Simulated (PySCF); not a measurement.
The system is F2TiCl2, in a box.

```xyz
5
Lattice="13.0000 0.0000 0.0000 0.0000 13.0000 0.0000 0.0000 0.0000 12.0000" Properties=species:S:1:pos:R:3 pbc="T T T"
F     6.5623    5.7757    7.3936
Ti    6.7542    5.9659    5.6813
F     8.0852    4.9923    5.1473
Cl    4.9408    5.3281    4.6745
Cl    7.1527    8.0497    5.2247
```

Base run:

```yaml
Program: PySCF 2.14.0
Functional: SCAN0
Potentials_or_basis: def2-svp (all-electron)
k_mesh: 1 × 1 × 1
Occupations: fixed
Spin: no spin polarisation
```

Its results: gap between the frontier levels 6.36 eV.

**Question.** After a change of settings the same cell gave: gap between the frontier levels 6.11 eV. Which change was it?
A. functional from SCAN0 to r2SCAN50; dispersion from none to D3(BJ)
B. functional from SCAN0 to PBEsol0
C. functional from SCAN0 to r2SCAN; dispersion from none to D3(BJ)

**Answer.** B.

Caveats: this is a molecule in a periodic box at the Γ point, so its band gap is the HOMO-LUMO gap; the basis of atomic orbitals isn't converged, which shifts pressures, moduli and gaps.

Runs at the PBE level aren't shown here.
